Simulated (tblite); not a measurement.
# BFH5Si2: the cost of one run

Programs: tblite 0.8.0 and PySCF 2.14.0. All values are calculated, for the isolated system unless a continuum is named. Atoms count from 0, parts from 1.

## (1) The system as given

9 atoms, charge 0, multiplicity 2; geometry: distance geometry start.

## (2) Relaxing the cluster with GFN2-xTB

What the job is given:

```
{"job": {"kind": "relax", "xc": "GFN2-xTB", "basis": "xTB"}, "charge": 0, "multiplicity": 2}
Si    -1.154822     0.031827     0.686519
F     -0.091317     0.617450     1.855805
B     -0.304314    -1.026549    -0.748580
Si    -0.098523    -0.124767    -2.467487
H     -2.381209    -0.427016     1.162511
H     -0.602094    -2.124341    -0.779268
H     -0.536391     1.241897    -2.358145
H     -0.861113    -0.815747    -3.460596
H      1.287046    -0.128400    -2.836504
```

With the program's defaults for keys left out, this is: GFN2-xTB geometry optimisation, gas phase.

On the command line:

```console
$ OMP_NUM_THREADS=1 python cluster_run.py task.json out
```

This one command runs all jobs of the session in turn.

**Question.** How long does this first job take on 1 thread of Arm Neoverse N1, shared host?

About 1.6 s.
